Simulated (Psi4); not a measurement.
# singlet SiSbH3F+ at 3 levels

Wanted: a comparison of 3 runs (B2PLYP/def2-SVPD, wB97M-V/def2-SVPD, wB97X/def2-SVPD) of singlet SiSbH3F+. 

Program for the calculation: Psi4 1.11.

### Step 1. The molecule

SiSbH3F+: 6 atoms, total charge +1, spin state singlet. SMILES of the parent species: `[F][Sb][SiH3]`. The shape is that of a PBE0-D4/def2-TZVP optimisation. That shape belongs to the parent species and isn't relaxed for this state.

Bond lengths: F1–Sb2 1.930 Å, Sb2–Si3 2.584 Å, Si3–H4 1.489 Å, Si3–H5 1.486 Å, Si3–H6 1.486 Å. Angles: F1–Sb2–Si3 92.8°, Sb2–Si3–H4 107.7°, Sb2–Si3–H5 110.6°, Sb2–Si3–H6 110.6°, H4–Si3–H5 109.3°, H4–Si3–H6 109.2°, H5–Si3–H6 109.4°.

### Step 2. The energy at B2PLYP/def2-SVPD (core potential, density fitting for correlation) (run 1)

fh3sbsi.xyz reads:

```xyz
6
FH3SbSi
F      1.318400    -1.809300     1.358700
Sb    -0.277900    -1.949500     0.282800
Si    -0.243200     0.561400    -0.325900
H     -1.407700     0.828000    -1.214900
H      1.011400     0.907100    -1.044100
H     -0.358900     1.398200     0.897100
```

fh3sbsi_ase.py reads:

```python
import numpy as np
from ase.calculators.psi4 import Psi4
from ase.io import read

a = read('fh3sbsi.xyz')
calc = Psi4(atoms=a, method='b2plyp', basis='def2-SVPD', memory='1600MB', num_threads=1, charge=1, multiplicity=1, label='calc')
calc.psi4.set_options({'puream': True, 'e_convergence': 1e-09, 'd_convergence': 1e-08, 'scf_type': 'pk', 'dft_radial_points': 99, 'dft_spherical_points': 590, 'num_frozen_docc': 10})
a.calc = calc

print(f'energy: {a.get_potential_energy():.6f} eV')
```

The run is started by

```sh
$ python fh3sbsi_ase.py
```

calc.dat:

```text
[...]
    !!!  WARNING: ECP capability is in beta. Please check occupations closely.  !!!
[...]
  Running in c1 symmetry.
[...]
  Nuclear repulsion =  172.930249389649418
[...]
  Multiplicity = 1
[...]
  Nalpha       = 24
  Nbeta        = 24
[...]
    Number of basis functions: 103
[...]
   @RKS iter   1:  -630.20560528733176   -1.41842e+00   4.59242e-03 DIIS/ADIIS
[...]
   @RKS iter  12:  -630.30737754089114   -2.25100e-11   5.50401e-09 DIIS
[...]
  @RKS Final Energy:  -630.30737754089114
   => Energetics <=
    Nuclear Repulsion Energy =            172.9302493896494184
    One-Electron Energy =               -1295.2406972281241906
    Two-Electron Energy =                 516.7146403403972954
    DFT Exchange-Correlation Energy =     -24.7115700428136407
    Empirical Dispersion Energy =           0.0000000000000000
    VV10 Nonlocal Energy =                  0.0000000000000000
    Total Energy =                       -630.3073775408911388
[...]
 Multipole Moments:
 ------------------------------------------------------------------------------------
     Multipole            Electronic (a.u.)      Nuclear  (a.u.)        Total (a.u.)
 ------------------------------------------------------------------------------------
 L = 1.  Multiply by 2.5417464519 to convert [e a0] to [Debye]
 Dipole X            :        -12.2455746           11.2151240           -1.0304506
 Dipole Y            :        -40.9491987           41.3781333            0.4289346
 Dipole Z            :          1.7986943           -2.6234080           -0.8247137
 Magnitude           :                                                    1.3877918
[...]
```

Standard output:

```text
energy: -17155.273004 eV
```

Run time: 16 s. Hardware: 1 thread of Intel Xeon Platinum 8488C (Sapphire Rapids), shared host; peak memory 0.73 GiB.

### Step 3. A single-point energy at wB97M-V/def2-SVPD (core potential) (run 2)

input.json reads:

```json
{
 "schema_name": "qcschema_input",
 "schema_version": 1,
 "molecule": {
  "schema_name": "qcschema_molecule",
  "schema_version": 2,
  "symbols": ["F", "Sb", "Si", "H", "H", "H"],
  "geometry": [2.49141492, -3.41908148, 2.56757089, -0.52515489, -3.68402108, 0.53441455, -0.45958139, 1.06089225, -0.61586174, -2.66016747, 1.56469323, -2.29582827, 1.911269, 1.71417057, -1.97306305, -0.67822271, 2.64221507, 1.69527331],
  "molecular_charge": 1,
  "molecular_multiplicity": 1,
  "fix_symmetry": "c1"
 },
 "driver": "energy",
 "model": {
  "method": "wb97m-v",
  "basis": "def2-SVPD"
 },
 "keywords": {
  "puream": true,
  "e_convergence": 1e-09,
  "d_convergence": 1e-08,
  "scf_type": "pk",
  "dft_radial_points": 99,
  "dft_spherical_points": 590
 }
}
```

The run is started by

```sh
$ psi4 --qcschema input.json -n 1 --memory 1600MB
```

stdout:

```text
[...]
    !!!  WARNING: ECP capability is in beta. Please check occupations closely.  !!!
[...]
  Running in c1 symmetry.
[...]
  Nuclear repulsion =  172.930249414535382
[...]
  Multiplicity = 1
[...]
  Nalpha       = 24
  Nbeta        = 24
[...]
    Number of basis functions: 103
[...]
   @RKS iter   1:  -630.72387629949662   -1.51732e+00   4.52459e-03 DIIS/ADIIS
[...]
   @RKS iter  13:  -630.82361126572266   -2.79670e-11   7.12734e-09 DIIS
[...]
  @RKS Final Energy:  -630.82361126572266
   => Energetics <=
    Nuclear Repulsion Energy =            172.9302494145353819
    One-Electron Energy =               -1295.1691154792781617
    Two-Electron Energy =                 528.9611353207374123
    DFT Exchange-Correlation Energy =     -37.7387507496079451
    Empirical Dispersion Energy =           0.0000000000000000
    VV10 Nonlocal Energy =                  0.1928702278906160
    Total Energy =                       -630.8236112657226613
[...]
 Multipole Moments:
 ------------------------------------------------------------------------------------
     Multipole            Electronic (a.u.)      Nuclear  (a.u.)        Total (a.u.)
 ------------------------------------------------------------------------------------
 L = 1.  Multiply by 2.5417464519 to convert [e a0] to [Debye]
 Dipole X            :        -12.1802236           11.2151240           -0.9650996
 Dipole Y            :        -40.9211452           41.3781333            0.4569881
 Dipole Z            :          1.8370844           -2.6234080           -0.7863236
 Magnitude           :                                                    1.3261072
[...]
```

The result, in JSON:

```text
{
 "driver": "energy",
 "model": {
  "method": "wb97m-v",
  "basis": "def2-SVPD"
 },
 "success": true,
 "return_result": -630.8236112657227,
 "properties": {
  "calcinfo_nbasis": 103,
  "calcinfo_nmo": 103,
  "calcinfo_nalpha": 24,
  "calcinfo_nbeta": 24,
  "calcinfo_natom": 6,
  "nuclear_repulsion_energy": 172.93024941453538,
  "return_energy": -630.8236112657227,
  "scf_one_electron_energy": -1295.1691154792782,
  "scf_two_electron_energy": 528.9611353207374,
  "scf_vv10_energy": 0.19287022789061603,
  "scf_xc_energy": -37.738750749607945,
  "scf_dipole_moment": [-0.9650996029568528, 0.4569881055267757, -0.78632360163847],
  "scf_total_energy": -630.8236112657227,
  "scf_iterations": 13
 }
}
```

Wall time 92 s (1 thread of Intel Xeon Platinum 8488C (Sapphire Rapids), shared host); peak memory 0.83 GiB.

### Step 4. Energy and gradient at wB97X/def2-SVPD (core potential) (run 3)

job.json reads:

```json
{
 "schema_name": "qcschema_input",
 "schema_version": 1,
 "molecule": {
  "schema_name": "qcschema_molecule",
  "schema_version": 2,
  "symbols": ["F", "Sb", "Si", "H", "H", "H"],
  "geometry": [2.49141492, -3.41908148, 2.56757089, -0.52515489, -3.68402108, 0.53441455, -0.45958139, 1.06089225, -0.61586174, -2.66016747, 1.56469323, -2.29582827, 1.911269, 1.71417057, -1.97306305, -0.67822271, 2.64221507, 1.69527331],
  "molecular_charge": 1,
  "molecular_multiplicity": 1,
  "fix_symmetry": "c1"
 },
 "driver": "gradient",
 "model": {
  "method": "wb97x",
  "basis": "def2-SVPD"
 },
 "keywords": {
  "puream": true,
  "e_convergence": 1e-09,
  "d_convergence": 1e-08,
  "scf_type": "pk",
  "dft_radial_points": 99,
  "dft_spherical_points": 590,
  "scf_properties": ["QUADRUPOLE", "DIPOLE", "LOWDIN_CHARGES"]
 }
}
```

The run is started by

```sh
$ psi4 --qcschema job.json -n 1 --memory 1600MB
```

stdout:

```text
[...]
    !!!  WARNING: ECP capability is in beta. Please check occupations closely.  !!!
[...]
  Running in c1 symmetry.
[...]
  Nuclear repulsion =  172.930249414535382
[...]
  Multiplicity = 1
[...]
  Nalpha       = 24
  Nbeta        = 24
[...]
    Number of basis functions: 103
[...]
   @RKS iter   1:  -630.83047744848534   -1.55380e+00   4.64364e-03 ADIIS/DIIS
[...]
   @RKS iter  13:  -630.93463274110775   -2.61480e-11   5.35226e-09 DIIS
[...]
  @RKS Final Energy:  -630.93463274110775
   => Energetics <=
    Nuclear Repulsion Energy =            172.9302494145353819
    One-Electron Energy =               -1295.2702846548327216
    Two-Electron Energy =                 528.7386798095548102
    DFT Exchange-Correlation Energy =     -37.3332773103652258
    Empirical Dispersion Energy =           0.0000000000000000
    VV10 Nonlocal Energy =                  0.0000000000000000
    Total Energy =                       -630.9346327411077482
[...]
  -Total Gradient:
     Atom            X                  Y                   Z
    ------   -----------------  -----------------  -----------------
       1        0.009055904194     0.000460088507     0.006182726098
       2       -0.009810849784     0.004870691046    -0.008081184856
       3        0.002546327574    -0.026369299422     0.008509339999
       4        0.000871811938     0.006064731653    -0.000919869373
       5       -0.002760056761     0.007830919345    -0.000747489129
       6        0.000111067943     0.006816686065    -0.004851211671
[...]
```

The result, in JSON:

```text
{
 "driver": "gradient",
 "model": {
  "method": "wb97x",
  "basis": "def2-SVPD"
 },
 "success": true,
 "return_result": [0.009055904193957853, 0.00046008850698153747, 0.006182726097930719, -0.009810849783633044, 0.004870691046375372, -0.00808118485619157, 0.0025463275742986092, -0.026369299422212094, 0.008509339999405688, 0.0008718119378615941, 0.006064731652589576, -0.0009198693734236013, -0.002760056761173149, 0.007830919345341896, -0.0007474891285658147, 0.00011106794292040784, 0.0068166860651001915, -0.004851211670705291],
 "properties": {
  "calcinfo_nbasis": 103,
  "calcinfo_nmo": 103,
  "calcinfo_nalpha": 24,
  "calcinfo_nbeta": 24,
  "calcinfo_natom": 6,
  "nuclear_repulsion_energy": 172.93024941453538,
  "return_energy": -630.9346327411077,
  "return_gradient": [0.009055904193957853, 0.00046008850698153747, 0.006182726097930719, -0.009810849783633044, 0.004870691046375372, -0.00808118485619157, 0.0025463275742986092, -0.026369299422212094, 0.008509339999405688, 0.0008718119378615941, 0.006064731652589576, -0.0009198693734236013, -0.002760056761173149, 0.007830919345341896, -0.0007474891285658147, 0.00011106794292040784, 0.0068166860651001915, -0.004851211670705291],
  "scf_one_electron_energy": -1295.2702846548327,
  "scf_two_electron_energy": 528.7386798095548,
  "scf_xc_energy": -37.333277310365226,
  "scf_dipole_moment": [-0.9725121952975151, 0.41304651434192863, -0.7804242682851328],
  "scf_total_energy": -630.9346327411077,
  "scf_total_gradient": [0.009055904193957853, 0.00046008850698153747, 0.006182726097930719, -0.009810849783633044, 0.004870691046375372, -0.00808118485619157, 0.0025463275742986092, -0.026369299422212094, 0.008509339999405688, 0.0008718119378615941, 0.006064731652589576, -0.0009198693734236013, -0.002760056761173149, 0.007830919345341896, -0.0007474891285658147, 0.00011106794292040784, 0.0068166860651001915, -0.004851211670705291],
  "scf_iterations": 13
 }
}
```

Wall time 31 s (1 thread of Intel Xeon Platinum 8488C (Sapphire Rapids), shared host); peak memory 0.83 GiB.

### Step 5. All runs side by side

```csv
run,level,fitting correlation,frozen core orbitals,energy (Eh),HOMO energy (eV),LUMO energy (eV),HOMO–LUMO gap (eV),wall time
1,"B2PLYP/def2-SVPD (core potential, density fitting for correlation)",density fitting,10,-630.444660,-14.48,-9.46,5.02,16 s
2,wB97M-V/def2-SVPD (core potential),–,0,-630.823611,-15.59,-8.53,7.06,92 s
3,wB97X/def2-SVPD (core potential),–,0,-630.934633,-15.73,-8.50,7.23,31 s
```

### Step 6. Summary of results

| quantity | value |
| --- | --- |
| run 3: total energy | -630.93463 Eh |
| run 3: HOMO energy | -15.73 eV |
| run 3: LUMO energy | -8.50 eV |
| run 3: HOMO–LUMO gap | 7.23 eV |
| run 3: largest force on an atom | 1.431 eV/Å |

The HOMO–LUMO gap runs from 5.02 eV (B2PLYP/def2-SVPD) to 7.23 eV (wB97X/def2-SVPD). A double hybrid's value is that of its SCF part. Totals of different functionals can't be ranked against each other. All runs together took 2.3 min, the longest 92 s.
